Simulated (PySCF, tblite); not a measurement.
# C4H11F2NSi: geometry, infrared bands and NMR shifts

Wanted: the infrared bands and NMR shifts of C4H11F2NSi (`C[C@@H](C(F)F)[Si@H](C)N`), by calculation.

Computed with tblite 0.8.0 and PySCF 2.14.0, with density-fitted response routines of our own, on a single molecule in the gas phase. Atoms are numbered from 0 throughout.

## Step 1: The starting structure

19 atoms, charge 0, multiplicity 1; geometry from: force field or distance geometry start.

Bonds of the start (Å): C0–C1 1.52, C1–C2 1.51, C2–F3 1.38, C2–F4 1.37, C1–Si5 1.88, Si5–C6 1.85, Si5–N7 1.77, C0–H8 1.13, C0–H9 1.10, C0–H10 1.09, C1–H11 1.09, C2–H12 1.14, Si5–H13 1.47, C6–H14 1.10, C6–H15 1.12, C6–H16 1.11, N7–H17 1.03, N7–H18 1.02.

## Step 2: Optimising the geometry with GFN2-xTB

What the job is given:

```
{"job": {"kind": "relax", "xc": "GFN2-xTB", "basis": "xTB"}, "charge": 0, "multiplicity": 1}
C     -1.420000     0.760900    -0.985800
C     -0.804800     0.379700     0.347800
C     -1.683800    -0.564800     1.125700
F     -1.874300    -1.687200     0.340700
F     -1.234900    -0.919000     2.365800
Si     0.827900    -0.507500     0.064500
C      2.187200     0.558500     0.736600
N      1.052400    -0.657200    -1.688300
H     -1.906900     1.769900    -0.859000
H     -2.188700    -0.006600    -1.171400
H     -0.671100     0.779500    -1.780500
H     -0.664600     1.291500     0.927300
H     -2.707200    -0.070700     1.184100
H      0.833600    -1.840600     0.684700
H      2.666200     1.206400    -0.013300
H      1.752600     1.216400     1.528000
H      2.951700    -0.089300     1.222900
H      1.204400    -1.648900    -1.930300
H      1.670700     0.038200    -2.107100
```

On the command line:

```
$ OMP_NUM_THREADS=1 python probes_run.py task.json out
```

The driver reads the jobs from task.json and runs them one after another.

Log:

```text
step      E/eV     max force
  0    -769.56911    1.927
  1    -769.81305    0.930
  2    -769.92535    0.656
  3    -769.97862    0.572
  4    -770.01507    0.348
  5    -770.03415    0.349
  6    -770.06067    0.355
  7    -770.07750    0.374
  8    -770.08780    0.218
  9    -770.09375    0.183
 10    -770.09872    0.162
 11    -770.10329    0.198
 12    -770.10670    0.136
 13    -770.10945    0.117
 14    -770.11259    0.126
 15    -770.11588    0.146
 16    -770.11838    0.108
 17    -770.12000    0.093
 18    -770.12137    0.098
 19    -770.12305    0.096
 20    -770.12492    0.107
 21    -770.12677    0.095
 22    -770.12897    0.107
 23    -770.13255    0.210
 24    -770.13821    0.278
 25    -770.14545    0.359
 26    -770.15373    0.310
 27    -770.16157    0.175
 28    -770.16928    0.345
 29    -770.17801    0.394
 30    -770.17901    0.456
 31    -770.18639    0.521
 32    -770.19075    0.417
 33    -770.19570    0.129
 34    -770.20016    0.175
 35    -770.20741    0.387
 36    -770.21531    0.306
 37    -770.22178    0.179
 38    -770.22627    0.143
 39    -770.22978    0.282
 40    -770.23623    0.311
 41    -770.24094    0.223
 42    -770.24766    0.166
 43    -770.25000    0.140
 44    -770.25540    0.154
 45    -770.25967    0.129
 46    -770.26411    0.160
 47    -770.26756    0.123
 48    -770.26933    0.149
 49    -770.27095    0.128
 50    -770.27223    0.087
 51    -770.27453    0.103
 52    -770.27725    0.128
 53    -770.28015    0.150
 54    -770.28369    0.158
 55    -770.28703    0.112
 56    -770.28973    0.133
 57    -770.29170    0.169
 58    -770.29408    0.150
 59    -770.29604    0.117
 60    -770.29769    0.061
 61    -770.29826    0.068
 62    -770.29981    0.079
 63    -770.30083    0.070
 64    -770.30194    0.079
 65    -770.30288    0.076
 66    -770.30412    0.091
 67    -770.30552    0.096
 68    -770.30668    0.057
 69    -770.30727    0.057
 70    -770.30758    0.043
 71    -770.30787    0.045
 72    -770.30822    0.037
 73    -770.30854    0.034
 74    -770.30875    0.035
 75    -770.30890    0.035
 76    -770.30909    0.032
 77    -770.30930    0.029
 78    -770.30951    0.027
 79    -770.30968    0.028
 80    -770.30985    0.032
 81    -770.31007    0.036
 82    -770.31034    0.038
 83    -770.31061    0.041
 84    -770.31083    0.043
 85    -770.31098    0.033
 86    -770.31108    0.023
 87    -770.31117    0.017
 88    -770.31128    0.019
 89    -770.31138    0.020
 90    -770.31147    0.022
 91    -770.31158    0.031
 92    -770.31168    0.036
 93    -770.31180    0.036
 94    -770.31191    0.028
 95    -770.31202    0.025
 96    -770.31212    0.022
 97    -770.31222    0.022
 98    -770.31229    0.023
 99    -770.31234    0.016
100    -770.31239    0.015
101    -770.31244    0.017
102    -770.31250    0.015
103    -770.31256    0.014
104    -770.31260    0.018
105    -770.31265    0.020
106    -770.31273    0.024
107    -770.31284    0.025
108    -770.31298    0.024
109    -770.31311    0.027
110    -770.31321    0.024
111    -770.31330    0.019
112    -770.31338    0.018
113    -770.31346    0.024
114    -770.31353    0.026
115    -770.31360    0.024
116    -770.31368    0.025
117    -770.31376    0.029
118    -770.31384    0.023
119    -770.31394    0.019
120    -770.31402    0.016
121    -770.31408    0.015
122    -770.31413    0.013
123    -770.31416    0.013
124    -770.31418    0.012
125    -770.31422    0.011
126    -770.31426    0.015
127    -770.31429    0.016
128    -770.31433    0.013
129    -770.31437    0.013
130    -770.31441    0.012
131    -770.31445    0.013
132    -770.31451    0.015
133    -770.31458    0.017
134    -770.31468    0.020
135    -770.31477    0.023
136    -770.31485    0.021
137    -770.31492    0.016
138    -770.31498    0.014
139    -770.31502    0.015
140    -770.31505    0.014
141    -770.31510    0.011
142    -770.31514    0.013
143    -770.31520    0.018
144    -770.31526    0.021
145    -770.31535    0.022
146    -770.31545    0.020
147    -770.31557    0.020
148    -770.31568    0.022
149    -770.31579    0.024
150    -770.31595    0.027
151    -770.31615    0.032
152    -770.31639    0.034
153    -770.31665    0.039
154    -770.31699    0.043
155    -770.31748    0.072
156    -770.31820    0.155
157    -770.31930    0.140
158    -770.31932    0.223
159    -770.32449    0.296
160    -770.32485    0.253
161    -770.32850    0.253
162    -770.33353    0.394
163    -770.33856    0.209
164    -770.34351    0.230
165    -770.34797    0.490
166    -770.35431    0.151
167    -770.35793    0.213
168    -770.35936    0.421
169    -770.36370    0.140
170    -770.36696    0.137
171    -770.36871    0.102
172    -770.37105    0.125
173    -770.37237    0.097
174    -770.37321    0.130
175    -770.37439    0.068
176    -770.37556    0.047
177    -770.37637    0.069
178    -770.37694    0.070
179    -770.37743    0.106
180    -770.37804    0.069
181    -770.37862    0.074
182    -770.37953    0.062
183    -770.38008    0.050
184    -770.38048    0.039
185    -770.38072    0.033
186    -770.38092    0.069
187    -770.38129    0.052
188    -770.38176    0.050
189    -770.38221    0.043
190    -770.38247    0.044
191    -770.38272    0.039
192    -770.38302    0.038
193    -770.38324    0.043
194    -770.38361    0.051
195    -770.38412    0.067
196    -770.38475    0.066
197    -770.38531    0.077
198    -770.38594    0.049
199    -770.38629    0.045
200    -770.38656    0.040
201    -770.38676    0.030
202    -770.38690    0.021
203    -770.38700    0.018
204    -770.38708    0.018
205    -770.38716    0.020
206    -770.38726    0.022
207    -770.38738    0.030
208    -770.38750    0.030
209    -770.38761    0.022
210    -770.38771    0.023
211    -770.38780    0.021
212    -770.38787    0.012
213    -770.38791    0.011
214    -770.38794    0.011
215    -770.38796    0.008
```

Wall time 5.1 s (1 thread of Intel Xeon at 2.50GHz, shared host); peak memory 0.18 GiB.

Along the way: (not every step is listed)

```
step  energy from step 0 (eV)  largest force (eV/Å)
   0                   0.0000                1.9266
   1                  -0.2439                0.9300
   2                  -0.3562                0.6561
   3                  -0.4095                0.5724
   4                  -0.4460                0.3475
   5                  -0.4650                0.3493
   6                  -0.4916                0.3549
   7                  -0.5084                0.3739
   8                  -0.5187                0.2178
  28                  -0.6002                0.3448
  48                  -0.7002                0.1486
  68                  -0.7376                0.0572
  88                  -0.7422                0.0194
 108                  -0.7439                0.0244
 128                  -0.7452                0.0125
 148                  -0.7466                0.0222
 168                  -0.7903                0.4211
 188                  -0.8126                0.0503
 208                  -0.8184                0.0298
 210                  -0.8186                0.0234
 211                  -0.8187                0.0206
 212                  -0.8188                0.0124
 213                  -0.8188                0.0112
 214                  -0.8188                0.0107
 215                  -0.8188                0.0081
```

Close pairs (by a distance rule), those that changed most:

```
  bond  before (Å)  after (Å)  change (Å)
Si5–N7       1.773      1.721      -0.052
C1–Si5       1.880      1.922      +0.043
Si5–C6       1.854      1.895      +0.042
 C0–H8       1.127      1.091      -0.037
C2–H12       1.138      1.103      -0.035
C6–H15       1.117      1.084      -0.033
C6–H16       1.114      1.084      -0.030
N7–H17       1.032      1.008      -0.024
```

The end geometry stands in the next job.

## Step 3: Vibrational analysis with GFN2-xTB

What the job is given:

```
{"job": {"kind": "ir", "xc": "GFN2-xTB", "basis": "xTB"}, "charge": 0, "multiplicity": 1}
C     -1.188985     1.174408    -0.692432
C     -0.820309     0.290820     0.493380
C     -1.872900    -0.777260     0.673254
F     -1.831735    -1.710614    -0.318225
F     -1.680962    -1.471413     1.825777
Si     0.926982    -0.495129     0.335904
C      2.247246     0.864665     0.336998
N      0.980363    -1.214289    -1.227093
H     -2.175460     1.620117    -0.559591
H     -1.193050     0.590410    -1.609144
H     -0.461935     1.974112    -0.799095
H     -0.858873     0.889026     1.407533
H     -2.905031    -0.388326     0.695339
H      1.116562    -1.372599     1.503660
H      2.167384     1.502161    -0.537020
H      2.179239     1.493131     1.218154
H      3.237270     0.422609     0.328185
H      0.255704    -1.863126    -1.492611
H      1.868685    -1.519452    -1.590435
```

Log:

```text
mode    cm-1     km/mol
  1      38.6      1.94
  2      79.9      0.71
  3     111.9      0.33
  4     133.6      4.22
  5     160.1      2.55
  6     179.9      1.15
  7     201.7      1.17
  8     218.3      1.32
  9     236.5      0.85
 10     272.3     22.47
 11     311.1     12.51
 12     431.8      7.54
 13     506.1      3.19
 14     559.2    172.74
 15     573.9     22.20
 16     623.2     60.63
 17     673.3     72.26
 18     688.7     39.74
 19     743.0     21.41
 20     799.4     30.80
 21     820.9     61.61
 22     863.2    242.68
 23     907.2     51.95
 24     938.1    152.07
 25     978.0    145.52
 26    1013.2     93.78
 27    1059.3     67.66
 28    1123.5     36.38
 29    1143.9     29.59
 30    1234.6     67.10
 31    1271.4      4.78
 32    1303.0     16.18
 33    1309.2     27.52
 34    1377.0     14.62
 35    1416.3      2.21
 36    1488.2      0.11
 37    1496.1      5.90
 38    1500.5      4.59
 39    1502.0      2.86
 40    1510.8     53.76
 41    2182.7    334.55
 42    2859.4     69.70
 43    2958.6     36.35
 44    2995.0     60.16
 45    3046.2     21.73
 46    3050.9     13.27
 47    3054.0     29.99
 48    3056.9     40.39
 49    3061.1     24.51
 50    3466.2      9.42
 51    3504.1      0.22
```

It took 2.4 s on 1 thread of Intel Xeon at 2.50GHz, shared host; peak memory 0.18 GiB.

The strongest bands and the atoms that carry them (share of the mass-weighted mode):

```
cm⁻¹  km/mol                                   atoms
 559   172.7             H17 44 %, H18 31 %, N7 18 %
 673    72.3                       H13 31 %, C1 28 %
 863   242.7  H16 20 %, Si5 18 %, H17 17 %, H18 15 %
 938   152.1    C2 21 %, Si5 14 %, H10 12 %, N7 11 %
 978   145.5    C2 34 %, F3 14 %, H11 14 %, H10 12 %
1013    93.8     H11 27 %, H8 24 %, H9 14 %, C2 10 %
2183   334.6                                H13 97 %
2859    69.7                                H12 94 %
```

## Step 4: Nuclear shieldings: PBE0/pcSseg-1

The job, as its differences from that of step 3:

```diff
@@ -1,2 +1,2 @@
-{"job": {"kind": "ir", "xc": "GFN2-xTB", "basis": "xTB"}, "charge": 0, "multiplicity": 1}
+{"job": {"kind": "nmr", "xc": "PBE0", "basis": "pcSseg-1"}, "charge": 0, "multiplicity": 1}
 C     -1.188985     1.174408    -0.692432
```

Level: GIAO PBE0/pcSseg-1 NMR shielding, non-relativistic, gas phase.

Log:

```text
coarse grid: 16024 points
cycle   1  E = -702.2192950318  dE =  7.478e-01  |g| = 8.315e-01  |ddm| = 3.713e+00
cycle   2  E = -702.1273822325  dE =  9.191e-02  |g| = 1.118e+00  |ddm| = 1.301e+00
cycle   3  E = -702.3505313855  dE = -2.231e-01  |g| = 7.549e-02  |ddm| = 7.996e-01
cycle   4  E = -702.3514512788  dE = -9.199e-04  |g| = 3.677e-02  |ddm| = 8.416e-02
cycle   5  E = -702.3517549612  dE = -3.037e-04  |g| = 5.428e-03  |ddm| = 3.422e-02
cycle   6  E = -702.3517618470  dE = -6.886e-06  |g| = 1.479e-03  |ddm| = 7.028e-03
final grid: 150056 points
cycle   7  E = -702.4092360710  dE = -5.226e-05  |g| = 1.068e-02  |ddm| = 2.997e-02
cycle   8  E = -702.4092180797  dE =  1.799e-05  |g| = 1.446e-02  |ddm| = 1.973e-02
cycle   9  E = -702.4092608925  dE = -4.281e-05  |g| = 9.723e-04  |ddm| = 1.124e-02
cycle  10  E = -702.4092610529  dE = -1.605e-07  |g| = 3.027e-04  |ddm| = 9.205e-04
cycle  11  E = -702.4092610700  dE = -1.711e-08  |g| = 6.389e-05  |ddm| = 2.395e-04
cycle  12  E = -702.4092610709  dE = -8.176e-10  |g| = 1.804e-05  |ddm| = 6.460e-05
converged SCF energy = -702.4092610709

GIAO shielding tensors (ppm)
atom      isotropic    diamagn.    paramagn.     s11        s22        s33       span
  0 C      175.642     248.302     -72.660    166.698    173.802    186.426     19.728
  1 C      155.045     255.187    -100.142    144.665    151.784    168.686     24.020
  2 C       58.069     239.797    -181.728     39.415     63.237     71.554     32.138
  3 F      310.771     476.836    -166.065    228.857    337.789    365.667    136.810
  4 F      293.581     474.423    -180.843    188.643    323.961    368.137    179.494
  5 Si     367.111     880.766    -513.654    333.299    359.115    408.919     75.620
  6 C      191.045     254.699     -63.654    180.501    192.701    199.931     19.430
  7 N      252.527     317.993     -65.466    216.156    255.064    286.361     70.206
  8 H       30.701      30.268       0.433     25.990     27.928     38.185     12.195
  9 H       30.192      31.463      -1.270     25.643     29.769     35.165      9.522
 10 H       30.547      31.729      -1.181     24.918     29.936     36.789     11.871
 11 H       30.724      33.663      -2.939     27.143     29.323     35.706      8.563
 12 H       25.490      28.428      -2.938     23.010     23.992     29.467      6.457
 13 H       26.325      30.026      -3.700     22.877     24.885     31.214      8.337
 14 H       31.464      32.132      -0.668     26.960     29.964     37.467     10.507
 15 H       31.924      31.239       0.686     27.130     29.191     39.451     12.321
 16 H       31.502      29.506       1.996     26.983     28.653     38.872     11.889
 17 H       31.072      32.224      -1.153     22.075     29.226     41.914     19.840
 18 H       31.660      30.745       0.915     23.717     27.724     43.539     19.823
```

It took 92 s on 1 thread of Intel Xeon at 2.50GHz, shared host; peak memory 0.88 GiB.

Shifts follow as δ = σ(reference) − σ, with reference shieldings (ppm) from runs at the same level and on the same kind of geometry: ¹H TMS 31.72, ¹³C TMS 186.9, ²⁹Si TMS 349.2, ¹⁹F CFCl3 170.9, ¹⁵N NH3 267.7. The references are single molecules in the gas phase, so shifts against H2O, NH3, PH3, H3PO4 or CFCl3 are not on the usual liquid scales and can be off by tens of ppm. Atoms listed in one row are averaged.

```
        atoms                               environment  σ (ppm)  δ (ppm)  δ scaled to CDCl3
           C2                      sp3 CH bonded to 2 F     58.1    128.9              123.8
           C1                       sp3 CH bonded to Si    155.0     31.9               29.2
           C0                             methyl carbon    175.6     11.3                9.1
           C6                methyl carbon bonded to Si    191.0     -4.1               -5.9
          H12       hydrogen on an sp3 CH bonded to 2 F    25.49     6.23               5.98
          H13    hydrogen on a silicon bonded to 2 C, N    26.33     5.39                  –
  H8, H9, H10               hydrogen on a methyl carbon    30.48     1.24               1.27
          H11        hydrogen on an sp3 CH bonded to Si    30.72     0.99               1.04
     H17, H18       hydrogen on a nitrogen bonded to Si    31.37     0.35                  –
H14, H15, H16  hydrogen on a methyl carbon bonded to Si    31.63     0.09               0.19
           F4                   fluorine of a CF2 group    293.6   -122.6                  –
           F3                   fluorine of a CF2 group    310.8   -139.8                  –
          Si5               silicon bonded to 2 C, N, H    367.1    -18.0                  –
           N7                nitrogen bonded to Si, 2 H    252.5     15.2                  –
```

The scaled column applies a straight-line fit of computed shieldings to shifts measured in CDCl3, and one for carbons that bear F (root-mean-square error 0.16 ppm for H, 1.9 ppm for C).

Charges from the same density, by scheme (e):

```
atoms  Mulliken    IAO  Hirshfeld  ESP fit
   C0     -0.24  -0.41      -0.12    -0.42
   C1     -0.64  -0.42      -0.13     0.00
   C2      0.55   0.45       0.15     0.21
   F3     -0.32  -0.31      -0.09    -0.19
   F4     -0.31  -0.31      -0.11    -0.23
  Si5      0.92   1.04       0.39     0.79
   C6     -0.65  -0.73      -0.22    -0.69
   N7     -0.64  -0.85      -0.32    -1.06
```

Mayer bond orders: C0–C1 1.02, C1–C2 1.01, C2–F3 0.92, C2–F4 0.94, C1–Si5 0.79, Si5–C6 0.95, Si5–N7 1.05.

## Step 5: Results

| quantity | value |
| --- | --- |
| strongest single infrared mode (GFN2-xTB) | 2183 cm⁻¹, 335 km/mol |
| zero-point energy (GFN2-xTB) | 93.0 kcal/mol |
| ¹³C shifts against TMS (PBE0/pcSseg-1) | 128.9, 31.9, 11.3, -4.1 ppm |
| ¹H shifts against TMS (PBE0/pcSseg-1, means over atoms taken as alike) | 6.23, 5.39, 1.24, 0.99, 0.35, 0.09 ppm |
| ¹⁹F shifts against CFCl3 (PBE0/pcSseg-1) | -122.6, -139.8 ppm |
| ²⁹Si shifts against TMS (PBE0/pcSseg-1) | -18.0 ppm |
| ¹⁵N shifts against NH3 (PBE0/pcSseg-1) | 15.2 ppm |

Relaxing lowered the energy by 0.819 eV in 215 steps; the close pair that moved most is Si5–N7, from 1.773 to 1.721 Å. No mode is imaginary among the 51: a minimum at this level. The strongest single mode, at 2183 cm⁻¹, moves mainly H13. GFN2-xTB is a fitted tight-binding method: band positions and strengths are rough. Its intensities can rank the bands wrongly. H12 (hydrogen on an sp3 CH bonded to 2 F) lies farthest downfield among hydrogen, at 6.23 ppm; its carbon carries F, an electronegative neighbour. At PBE0/pcSseg-1: The largest span, 179 ppm, is at F4, where the paramagnetic term is -181 ppm.
